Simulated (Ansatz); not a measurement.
# SiO2 (Cristobalite): the cost of one run

Program: Ansatz 0.2.0. Level of theory: DFT, PBE, plane-wave PAW, default files, scalar-relativistic, as far as a step names no other. These are calculated values, not measurements.

1 further run of the same task is left out (it didn't finish).

## (1) The system as given

Symmetry: P4_12_12, No. 92, tetragonal system. The conventional cell has a = 4.973 Å, b = 4.973 Å, c = 6.926 Å, α = 90.00°, β = 90.00°, γ = 90.00°. Si (site symmetry 2) is surrounded by 4 O at 1.60 to 1.61 Å. Around O (site symmetry 1) lie 2 Si at 1.60 to 1.61 Å.

As a file:

```
CELL_PARAMETERS angstrom
4.97270 0.00000 0.00000
0.00000 4.97270 0.00000
0.00000 0.00000 6.92570
ATOMIC_POSITIONS crystal
Si 0.30070 0.30070 0.00000
Si 0.19930 0.80070 0.25000
Si 0.69930 0.69930 0.50000
Si 0.80070 0.19930 0.75000
O 0.23900 0.10410 0.17870
O 0.39590 0.73900 0.42870
O 0.76100 0.89590 0.67870
O 0.60410 0.26100 0.92870
O 0.73900 0.39590 0.57130
O 0.89590 0.76100 0.32130
O 0.26100 0.60410 0.07130
O 0.10410 0.23900 0.82130
```

## (2) Single point at the given positions

input.yaml reads:

```yaml
crystal:
  lattice:
    - [4.9727, 0.0, 0.0]
    - [0.0, 4.9727, 0.0]
    - [0.0, 0.0, 6.9257]
  atoms:
    - { symbol: Si, position: [0.3007, 0.3007, 0.0] }
    - { symbol: Si, position: [0.1993, 0.8007, 0.25] }
    - { symbol: Si, position: [0.6993, 0.6993, 0.5] }
    - { symbol: Si, position: [0.8007, 0.1993, 0.75] }
    - { symbol: O, position: [0.239, 0.1041, 0.1787] }
    - { symbol: O, position: [0.3959, 0.739, 0.4287] }
    - { symbol: O, position: [0.761, 0.8959, 0.6787] }
    - { symbol: O, position: [0.6041, 0.261, 0.9287] }
    - { symbol: O, position: [0.739, 0.3959, 0.5713] }
    - { symbol: O, position: [0.8959, 0.761, 0.3213] }
    - { symbol: O, position: [0.261, 0.6041, 0.0713] }
    - { symbol: O, position: [0.1041, 0.239, 0.8213] }
kpoints:
  mp_grid: { grid: [5, 5, 4] }
scf:
  occupations: { method: fermi_dirac, width: 0.02 }
hamiltonian:
  xc: pbe
  pseudopotentials: { kind: paw }
output:
  forces: true
  stress: true
  populations: true
  efg: { quadrupole_moments_barn: { O: -0.02558 }, contact_densities: true }
```

Run with:

```console
> ansatz run input.yaml --threads 1 --pin off --max-ram 2560MiB --backend cpu --events-out ev --progress --plain --runs-dir out
```

Q: Estimate wall time and peak memory on 1 thread of Intel Xeon Platinum 8375C at 2.90GHz (Ice Lake), shared host.

About 17 s, with a peak of 0.44 GiB.
